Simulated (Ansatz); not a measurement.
The system is Mn2V2O7.

```
Mn V O
1.0
     3.35950   -4.35950    0.00000
     3.35950    4.35950    0.00000
    -1.16772    0.00000    4.82676
Mn V O
2 2 7
Direct
  0.31100 0.68900 0.50000
  0.68900 0.31100 0.50000
  0.76100 0.76100 0.09700
  0.23900 0.23900 0.90300
  0.39200 0.07000 0.71400
  0.93000 0.60800 0.28600
  0.60800 0.93000 0.28600
  0.07000 0.39200 0.71400
  0.59000 0.59000 0.78100
  0.41000 0.41000 0.21900
  0.00000 0.00000 0.00000
```

* Program: Ansatz 0.2.0
* Task: relaxation of cell and atoms
* Functional: PBEsol
* Potentials or basis: Ansatz PAW
* Cutoff: 420 eV (not typed: the program's choice for these potentials)
* k mesh: 5 × 5 × 6
* Occupations: fermi-dirac, width 0.05 eV
* Spin: collinear spin, ferromagnetic start
* Starting moments: [4.0, 4.0, 2.0, 2.0, 0.0, 0.0, 0.0, 0.0, 0.0, 0.0, 0.0] μB

At the start: volume 12.85 Å³/atom.

**Question.** Where does the relaxation end?

**Answer.** It ends after 14 steps and the volume is 12.01 Å³/atom (-6.6 %); space group C2/m (No. 12, to 0.05 Å); moment 10.00 μB per cell.

The path:
| step | energy change (eV) | largest force (eV/Å) | volume (Å³) |
| --- | --- | --- | --- |
| 1 | 0.0000 | 1.6630 | 141.38 |
| 2 | -0.2270 | 0.8057 | 137.82 |
| 3 | -0.3686 | 0.3693 | 133.96 |
| 4 | -0.4112 | 0.2386 | 133.69 |
| 5 | -0.4516 | 0.1399 | 130.97 |
| 6 | -0.4500 | 0.1727 | 133.11 |
| 7 | -0.4577 | 0.1207 | 132.35 |
| 8 | -0.4571 | 0.1254 | 132.50 |
| 9 | -0.4583 | 0.0117 | 132.48 |
| 10 | -0.4585 | 0.0066 | 132.45 |
| 11 | -0.4404 | 0.0064 | 132.45 |
| 12 | -0.4426 | 0.0198 | 132.11 |
| 13 | -0.4426 | 0.0069 | 132.11 |
| 14 | -0.4411 | 0.0070 | 132.11 |

Final structure:
```xyz
11
Lattice="3.1187 -4.3148 0.0299 3.1187 4.3148 0.0299 -1.0410 0.0000 4.8989" Properties=species:S:1:pos:R:3 pbc="T T T"
Mn    2.5982    1.6035    2.4794
Mn    2.5982   -1.6035    2.4794
V     4.5681    0.0000    0.5732
V     0.6283    0.0000    4.3856
O     0.6818   -1.4495    3.4369
O     4.5146   -1.4495    1.5218
O     4.5146    1.4495    1.5218
O     0.6818    1.4495    3.4369
O     2.7742    0.0000    3.8359
O     2.4222    0.0000    1.1228
O     0.0000    0.0000    0.0000
```

Caveat: the plane-wave basis is chosen anew once the cell has moved, so the energies of steps on either side of that aren't comparable; the pressure holds a Pulay correction of +0.7 GPa for the finite cutoff; only a ferromagnetic start was run, and an antiferromagnetic order may lie lower in energy; the PAW data sets come from PBE, with cores solved anew for the run's functional, which leaves a small shift of forces and pressure.
